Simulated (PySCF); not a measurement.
**A gas-phase reaction: AlH3O3 + BCl3 → AlBCl2H2O3 + ClH**

What reaction energy should one expect for `[OH][Al]([OH])[OH]` + `ClB(Cl)Cl` → `[OH][Al]([OH])[O]B(Cl)Cl` + `Cl`?

Programs: PySCF 2.14.0. All values are calculated, for the isolated system unless a continuum is named. Atoms count from 0, parts from 1.

## (1) The system as given

Each species was relaxed by itself at PBE0-D3(BJ)/def2-SVPD.

## (2) Reaction energy: wB97M-D3(BJ)/def2-TZVP

The job: settings as JSON, then the geometry in Å.

```
{"job": {"kind": "react", "xc": "wB97M-D3(BJ)", "basis": "def2-TZVP"}, "charge": 0, "multiplicity": 1}
-1 AlH3O3 charge 0 multiplicity 1
O     -0.547330    -0.534200    -1.528580
Al     0.005980     0.005260    -0.010660
O     -0.075750     1.658170     0.393170
O      0.642950    -1.111310     1.106510
H     -0.914780     0.036040    -2.203550
H      0.213050     2.022820     1.229490
H      0.721250    -2.051300     0.945040

-1 BCl3 charge 0 multiplicity 1
Cl     0.061070    -0.302160    -1.721110
B     -0.004540     0.013740    -0.007340
Cl     0.683600    -1.127920     1.116980
Cl    -0.759780     1.470800     0.582420

+1 AlBCl2H2O3 charge 0 multiplicity 1
O     -1.323570    -0.718800     1.490790
Al    -0.111580     0.178480     0.708650
O      1.178030     0.895280     1.549010
O     -0.419690     0.884720    -0.901320
B      0.161540     0.133880    -1.801150
Cl     1.014110    -1.338930    -1.084630
Cl     0.208750     0.350810    -3.531330
H     -2.093450    -1.128330     1.099860
H      1.385440     0.743140     2.470200

+1 ClH charge 0 multiplicity 1
Cl     0.644690     0.001390    -0.005880
H     -0.643470     0.000520     0.006160
```

Level: wB97M-D3(BJ)/def2-TZVP reaction energy of separated species, gas phase.

Started as:

```sh
$ OMP_NUM_THREADS=1 python cluster_run.py task.json out
```

This one command runs all jobs of the session in turn.

**Question.** The jobs that follow are: PBE0-D3(BJ)/def2-TZVP reaction energy of separated species, gas phase. Predict: reaction energy (wB97M-D3(BJ)/def2-TZVP); ΔH, ΔG at 298 K (xTB thermal terms). Thermal terms come from harmonic xTB runs on each species.

The runs gave:

| quantity | value |
| --- | --- |
| reaction energy (wB97M-D3(BJ)/def2-TZVP) | -16.86 kcal/mol |
| ΔH, ΔG at 298 K (xTB thermal terms) | -18.0, -18.0 kcal/mol |
| range of the reaction energy over the runs of this table | -16.86 to -16.33 kcal/mol |

The reaction is exothermic by 18.0 kcal/mol in the gas phase; dispersion gives -0.80, and xTB itself gave -24.75 for the electronic energy (xTB energies and thermal terms come from the earlier relaxation of each species, not shown). No barrier was sought. The reaction energy runs from -16.86 (wB97M-D3(BJ)/def2-TZVP) to -16.33 kcal/mol (PBE0-D3(BJ)/def2-TZVP).
